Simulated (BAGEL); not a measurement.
# singlet CH5OSSi+ at 4 levels

Aim: a comparison of 4 runs (B3LYP/6-31G*, B3LYP/def2-SVP, PBE0/def2-SVP, RI-MP2/def2-SVP) of singlet CH5OSSi+. 

The calculation is run with BAGEL 1.2.2.

5 further runs of the same task are left out: 3 that didn't finish, 2 set aside as unsound or not needed.

### Step 1. The structure to begin with

CH5OSSi+: 9 atoms, total charge +1, spin state singlet. SMILES of the parent species: `CO[SiH]S`. Geometry: relaxed at PBE0-D4/def2-TZVP. This is one conformer, not always the lowest. That shape belongs to the parent species and isn't relaxed for this state.

Bond lengths: C1–O2 1.412 Å, O2–Si3 1.644 Å, Si3–S4 2.127 Å, C1–H5 1.091 Å, C1–H6 1.094 Å, C1–H7 1.096 Å, Si3–H8 1.497 Å, S4–H9 1.344 Å. Some angles: C1–O2–Si3 123.5°, O2–Si3–S4 110.4°, O2–C1–H5 108.0°, O2–C1–H6 111.2°, O2–C1–H7 111.7°, O2–Si3–H8 109.7°, S4–Si3–H8 105.2°, Si3–S4–H9 94.8°, H5–C1–H6 108.7°, H5–C1–H7 108.6°.

### Step 2. A single-point energy at B3LYP/6-31G(d) (density fitting with qzvpp-jkfit, spherical functions) (run 1)

File input.json:

```json
{ "bagel": [

{
  "title": "molecule",
  "basis": "6-31gs.json",
  "df_basis": "qzvpp-jkfit",
  "angstrom": true,
  "geometry": [
    { "atom": "C", "xyz": [   -1.412700,    0.428300,    0.542300 ] },
    { "atom": "O", "xyz": [   -0.008800,    0.349600,    0.418000 ] },
    { "atom": "Si", "xyz": [    0.752200,   -0.372100,   -0.848600 ] },
    { "atom": "S", "xyz": [    2.806400,   -0.689000,   -0.397100 ] },
    { "atom": "H", "xyz": [   -1.644400,    0.697800,    1.573700 ] },
    { "atom": "H", "xyz": [   -1.825700,    1.194600,   -0.121000 ] },
    { "atom": "H", "xyz": [   -1.893200,   -0.530100,    0.315500 ] },
    { "atom": "H", "xyz": [    0.182400,   -1.739500,   -1.067800 ] },
    { "atom": "H", "xyz": [    3.132200,    0.614200,   -0.432100 ] }
  ]
},
{
  "title": "ks",
  "xc_func": "b3lyp",
  "charge": 1
},
{
  "title": "print",
  "file": "orbitals.molden",
  "orbitals": true
}

]}
```

The basis set 6-31G* is read from a file made from the Basis Set Exchange's data (not shown).

Launch:

```
BAGEL_NUM_THREADS=1 BAGEL input.json > input.out
```

Standard output:

```text
* using 1 threads per process

  ===============================================================
  ===============================================================

  *** Geometry ***

  { "atom" : "C", "xyz" : [     -2.669616,      0.809370,      1.024798 ] },
  { "atom" : "O", "xyz" : [     -0.016630,      0.660648,      0.789906 ] },
  { "atom" : "Si", "xyz" : [      1.421452,     -0.703167,     -1.603622 ] },
  { "atom" : "S", "xyz" : [      5.303327,     -1.302021,     -0.750410 ] },
  { "atom" : "H", "xyz" : [     -3.107466,      1.318651,      2.973862 ] },
  { "atom" : "H", "xyz" : [     -3.450073,      2.257467,     -0.228657 ] },
  { "atom" : "H", "xyz" : [     -3.577630,     -1.001744,      0.596209 ] },
  { "atom" : "H", "xyz" : [      0.344686,     -3.287179,     -2.017850 ] },
  { "atom" : "H", "xyz" : [      5.919000,      1.160670,     -0.816551 ] },

  Number of auxiliary basis functions:      498

  Since a DF basis is specified, we compute 2- and 3-index integrals:
    o Being stored without compression. Storage requirement is 0.022 GB

  Number of basis functions:       74
  Number of electrons      :       49

    * METHOD: MOLECULE                             0.25

  *** Kohn-Sham DFT ***

    * Removing 16191 points whose weight is below 1.00e-10
    * Grid points: 117963

  === Nuclear Repulsion ===
   209.8995822674

       - DIIS with orbital gradients will be used.

  === KS iteration (b3lyp / 6-31gs.json) ===
      0       -771.62766023          0.13256197           0.41
      1       -730.84148008          0.16657436           0.48
      2       -761.51714471          0.16103299           0.37
      3       -777.56652556          0.15451276           0.37
      4       -798.02774797          0.07596497           0.38
      5       -801.89819100          0.05042526           0.39
[... 14 lines of this table left out ...]
     20       -803.73006404          0.00000002           0.37
     21       -803.73006404          0.00000001           0.36
    * SCF iteration converged.

    * Permanent dipole moment:
           (    0.695059,    -0.352003,     0.854424) a.u.

    * METHOD: KS                                   8.85

    * METHOD: PRINT                                0.02

  ===============================================================
```

Run time: 9.6 s. Hardware: 1 thread of AMD EPYC 7B13 (Zen 3), shared host; peak memory 0.44 GiB.

### Step 3. The energy at B3LYP/def2-SVP (density fitting with qzvpp-jkfit) (run 2)

File calc.json:

```json
{ "bagel" : [

{
  "title" : "molecule",
  "basis" : "svp",
  "df_basis" : "qzvpp-jkfit",
  "angstrom" : "true",
  "geometry" : [
    { "atom" : "C", "xyz" : [      -1.412700,       0.428300,       0.542300 ] },
    { "atom" : "O", "xyz" : [      -0.008800,       0.349600,       0.418000 ] },
    { "atom" : "Si", "xyz" : [       0.752200,      -0.372100,      -0.848600 ] },
    { "atom" : "S", "xyz" : [       2.806400,      -0.689000,      -0.397100 ] },
    { "atom" : "H", "xyz" : [      -1.644400,       0.697800,       1.573700 ] },
    { "atom" : "H", "xyz" : [      -1.825700,       1.194600,      -0.121000 ] },
    { "atom" : "H", "xyz" : [      -1.893200,      -0.530100,       0.315500 ] },
    { "atom" : "H", "xyz" : [       0.182400,      -1.739500,      -1.067800 ] },
    { "atom" : "H", "xyz" : [       3.132200,       0.614200,      -0.432100 ] }
  ]
},

{
  "title" : "ks",
  "xc_func" : "b3lyp",
  "charge" : 1
},

{
  "title" : "print",
  "file" : "orbitals.molden",
  "orbitals" : "true"
}

]}
```

Launch:

```
BAGEL_NUM_THREADS=1 BAGEL calc.json > calc.out
```

Standard output:

```text
* using 1 threads per process

  ===============================================================
  ===============================================================

  *** Geometry ***

  { "atom" : "C", "xyz" : [     -2.669616,      0.809370,      1.024798 ] },
  { "atom" : "O", "xyz" : [     -0.016630,      0.660648,      0.789906 ] },
  { "atom" : "Si", "xyz" : [      1.421452,     -0.703167,     -1.603622 ] },
  { "atom" : "S", "xyz" : [      5.303327,     -1.302021,     -0.750410 ] },
  { "atom" : "H", "xyz" : [     -3.107466,      1.318651,      2.973862 ] },
  { "atom" : "H", "xyz" : [     -3.450073,      2.257467,     -0.228657 ] },
  { "atom" : "H", "xyz" : [     -3.577630,     -1.001744,      0.596209 ] },
  { "atom" : "H", "xyz" : [      0.344686,     -3.287179,     -2.017850 ] },
  { "atom" : "H", "xyz" : [      5.919000,      1.160670,     -0.816551 ] },

  Number of auxiliary basis functions:      498

  Since a DF basis is specified, we compute 2- and 3-index integrals:
    o Being stored without compression. Storage requirement is 0.032 GB

  Number of basis functions:       89
  Number of electrons      :       49

    * METHOD: MOLECULE                             0.25

  *** Kohn-Sham DFT ***

    * Removing 16191 points whose weight is below 1.00e-10
    * Grid points: 117963

  === Nuclear Repulsion ===
   209.8995822674

       - DIIS with orbital gradients will be used.

  === KS iteration (b3lyp / svp) ===
      0       -772.00957717          0.09856832           0.46
      1       -725.08004027          0.16475440           0.60
      2       -719.24170466          0.15683731           0.43
      3       -775.95124764          0.13638430           0.46
      4       -797.88858310          0.06645130           0.46
      5       -797.38111315          0.08181043           0.43
      6       -803.40296876          0.00953914           0.42
      7       -803.44209921          0.00709626           0.43
      8       -803.46824463          0.00215424           0.41
      9       -803.46938464          0.00169960           0.43
     10       -803.47142354          0.00019865           0.41
     11       -803.47144223          0.00005757           0.42
     12       -803.47144168          0.00006285           0.43
     13       -803.47144455          0.00000693           0.45
     14       -803.47144459          0.00000286           0.41
     15       -803.47144460          0.00000085           0.42
     16       -803.47144460          0.00000097           0.41
     17       -803.47144460          0.00000022           0.43
     18       -803.47144460          0.00000005           0.41
     19       -803.47144460          0.00000003           0.41
     20       -803.47144460          0.00000001           0.42
    * SCF iteration converged.

    * Permanent dipole moment:
           (    0.634834,    -0.326797,     0.890108) a.u.

    * METHOD: KS                                   9.91

    * METHOD: PRINT                                0.03

  ===============================================================
```

It took 11 s on 1 thread of AMD EPYC 7B13 (Zen 3), shared host; peak memory 0.5 GiB.

### Step 4. The energy at PBE0/def2-SVP (density fitting with qzvpp-jkfit) (run 3)

File job.json:

```json
{ "bagel": [

{
  "title": "molecule",
  "basis": "svp",
  "df_basis": "qzvpp-jkfit",
  "angstrom": "true",
  "geometry": [
    { "atom": "C", "xyz": [      -1.412700,       0.428300,       0.542300 ] },
    { "atom": "O", "xyz": [      -0.008800,       0.349600,       0.418000 ] },
    { "atom": "Si", "xyz": [       0.752200,      -0.372100,      -0.848600 ] },
    { "atom": "S", "xyz": [       2.806400,      -0.689000,      -0.397100 ] },
    { "atom": "H", "xyz": [      -1.644400,       0.697800,       1.573700 ] },
    { "atom": "H", "xyz": [      -1.825700,       1.194600,      -0.121000 ] },
    { "atom": "H", "xyz": [      -1.893200,      -0.530100,       0.315500 ] },
    { "atom": "H", "xyz": [       0.182400,      -1.739500,      -1.067800 ] },
    { "atom": "H", "xyz": [       3.132200,       0.614200,      -0.432100 ] }
  ]
},

{
  "title": "ks",
  "xc_func": "pbe0",
  "charge": 1
},

{
  "title": "print",
  "file": "orbitals.molden",
  "orbitals": "true"
}

]}
```

Launch:

```
BAGEL_NUM_THREADS=1 BAGEL job.json > job.out
```

Standard output:

```text
* using 1 threads per process

  ===============================================================
  ===============================================================

  *** Geometry ***

  { "atom" : "C", "xyz" : [     -2.669616,      0.809370,      1.024798 ] },
  { "atom" : "O", "xyz" : [     -0.016630,      0.660648,      0.789906 ] },
  { "atom" : "Si", "xyz" : [      1.421452,     -0.703167,     -1.603622 ] },
  { "atom" : "S", "xyz" : [      5.303327,     -1.302021,     -0.750410 ] },
  { "atom" : "H", "xyz" : [     -3.107466,      1.318651,      2.973862 ] },
  { "atom" : "H", "xyz" : [     -3.450073,      2.257467,     -0.228657 ] },
  { "atom" : "H", "xyz" : [     -3.577630,     -1.001744,      0.596209 ] },
  { "atom" : "H", "xyz" : [      0.344686,     -3.287179,     -2.017850 ] },
  { "atom" : "H", "xyz" : [      5.919000,      1.160670,     -0.816551 ] },

  Number of auxiliary basis functions:      498

  Since a DF basis is specified, we compute 2- and 3-index integrals:
    o Being stored without compression. Storage requirement is 0.032 GB

  Number of basis functions:       89
  Number of electrons      :       49

    * METHOD: MOLECULE                             0.25

  *** Kohn-Sham DFT ***

    * Removing 16191 points whose weight is below 1.00e-10
    * Grid points: 117963

  === Nuclear Repulsion ===
   209.8995822674

       - DIIS with orbital gradients will be used.

  === KS iteration (pbe0 / svp) ===
      0       -771.63792265          0.09836206           0.46
      1       -727.83996574          0.15968569           0.75
      2       -762.44436638          0.14437109           0.42
      3       -778.86115362          0.14324487           0.53
      4       -799.73579062          0.05189900           0.56
      5       -801.13793314          0.04469842           0.43
      6       -802.97180982          0.00877297           0.42
      7       -803.01977502          0.00501674           0.41
      8       -803.03890960          0.00154566           0.41
      9       -803.03986408          0.00081977           0.41
     10       -803.04022444          0.00010047           0.42
     11       -803.04022816          0.00007747           0.41
     12       -803.04023165          0.00001142           0.41
     13       -803.04023174          0.00000530           0.41
     14       -803.04023176          0.00000151           0.41
     15       -803.04023177          0.00000105           0.41
     16       -803.04023177          0.00000025           0.40
     17       -803.04023177          0.00000010           0.41
     18       -803.04023177          0.00000005           0.42
     19       -803.04023177          0.00000001           0.41
     20       -803.04023177          0.00000001           0.41
    * SCF iteration converged.

    * Permanent dipole moment:
           (    0.673668,    -0.344914,     0.924376) a.u.

    * METHOD: KS                                  10.06

    * METHOD: PRINT                                0.03

  ===============================================================
```

It took 11 s on 1 thread of AMD EPYC 7B13 (Zen 3), shared host; peak memory 0.5 GiB.

### Step 5. The energy at RI-MP2/def2-SVP (density fitting with qzvpp-jkfit) (run 4)

File input.json:

```json
{ "bagel" : [

{
  "title" : "molecule",
  "basis" : "svp",
  "df_basis" : "qzvpp-jkfit",
  "angstrom" : "true",
  "geometry" : [
    { "atom" : "C", "xyz" : [      -1.412700,       0.428300,       0.542300 ] },
    { "atom" : "O", "xyz" : [      -0.008800,       0.349600,       0.418000 ] },
    { "atom" : "Si", "xyz" : [       0.752200,      -0.372100,      -0.848600 ] },
    { "atom" : "S", "xyz" : [       2.806400,      -0.689000,      -0.397100 ] },
    { "atom" : "H", "xyz" : [      -1.644400,       0.697800,       1.573700 ] },
    { "atom" : "H", "xyz" : [      -1.825700,       1.194600,      -0.121000 ] },
    { "atom" : "H", "xyz" : [      -1.893200,      -0.530100,       0.315500 ] },
    { "atom" : "H", "xyz" : [       0.182400,      -1.739500,      -1.067800 ] },
    { "atom" : "H", "xyz" : [       3.132200,       0.614200,      -0.432100 ] }
  ]
},

{ "title" : "hf", "charge" : 1 },

{ "title" : "mp2", "charge" : 1, "ncore" : 12 }

]}
```

Launch:

```
BAGEL_NUM_THREADS=1 BAGEL input.json > input.out
```

Standard output:

```text
* using 1 threads per process

  ===============================================================
  ===============================================================

  *** Geometry ***

  { "atom" : "C", "xyz" : [     -2.669616,      0.809370,      1.024798 ] },
  { "atom" : "O", "xyz" : [     -0.016630,      0.660648,      0.789906 ] },
  { "atom" : "Si", "xyz" : [      1.421452,     -0.703167,     -1.603622 ] },
[... 5 lines of this table left out ...]
  { "atom" : "H", "xyz" : [      5.919000,      1.160670,     -0.816551 ] },

  Number of auxiliary basis functions:      498

  Since a DF basis is specified, we compute 2- and 3-index integrals:
    o Being stored without compression. Storage requirement is 0.032 GB

  Number of basis functions:       89
  Number of electrons      :       49

    * METHOD: MOLECULE                             0.27

  *** RHF ***

  === Nuclear Repulsion ===
   209.8995822674

      * DIIS with orbital gradients will be used.

  === RHF iteration (svp) ===
      0       -801.34250533          0.01567829           0.08
      1       -801.45562676          0.01169636           0.07
      2       -801.52448546          0.00165704           0.07
[... 12 lines of this table left out ...]
     15       -801.52728607          0.00000001           0.07
    * SCF iteration converged.

    * Permanent dipole moment:
           (    0.710627,    -0.365708,     1.274837) a.u.

    * METHOD: HF                                   1.34

  *** RHF ***

  === Nuclear Repulsion ===
   209.8995822674

      * DIIS with orbital gradients will be used.

  === RHF iteration (svp) ===
      0       -801.52728607          0.00000001           0.07
    * SCF iteration converged.

    * Permanent dipole moment:
           (    0.710627,    -0.365708,     1.274837) a.u.

  === DF-MP2 calculation ===

    * freezing 12 orbitals
    * 3-index integral transformation done
    * assembly done

      MP2 correlation energy:   -0.5461154732      0.03

      MP2 total energy:       -802.0734015399

    * METHOD: MP2                                  0.18

  ===============================================================
```

Wall time 2 s (1 thread of AMD EPYC 7B13 (Zen 3), shared host); peak memory 0.13 GiB.

### Step 6. Overview of the runs

```tsv
run	level	frozen core orbitals	energy (Eh)	HOMO energy (eV)	LUMO energy (eV)	HOMO–LUMO gap (eV)	wall time
1	B3LYP/6-31G* (density fitting with qzvpp-jkfit, spherical functions)	–	-803.730064	-13.18	-10.05	3.13	9.6 s
2	B3LYP/def2-SVP (density fitting with qzvpp-jkfit)	–	-803.471445	-13.20	-10.03	3.16	11 s
3	PBE0/def2-SVP (density fitting with qzvpp-jkfit)	–	-803.040232	-13.49	-9.88	3.61	11 s
4	RI-MP2/def2-SVP (density fitting with qzvpp-jkfit)	12	-802.073402	–	–	–	2 s
```

### Step 7. What came out

| quantity | value |
| --- | --- |
| run 4: total energy | -802.07340 Eh |
| run 4: correlation energy (12 core orbitals frozen) | -546.1 mEh |

In words: Over runs 1, 2, 3 the HOMO–LUMO gap runs from 3.13 eV (B3LYP/6-31G*) to 3.61 eV (PBE0/def2-SVP). The two ends differ in method and basis. Totals of different functionals can't be ranked against each other. All runs together took 33 s, the longest 11 s.
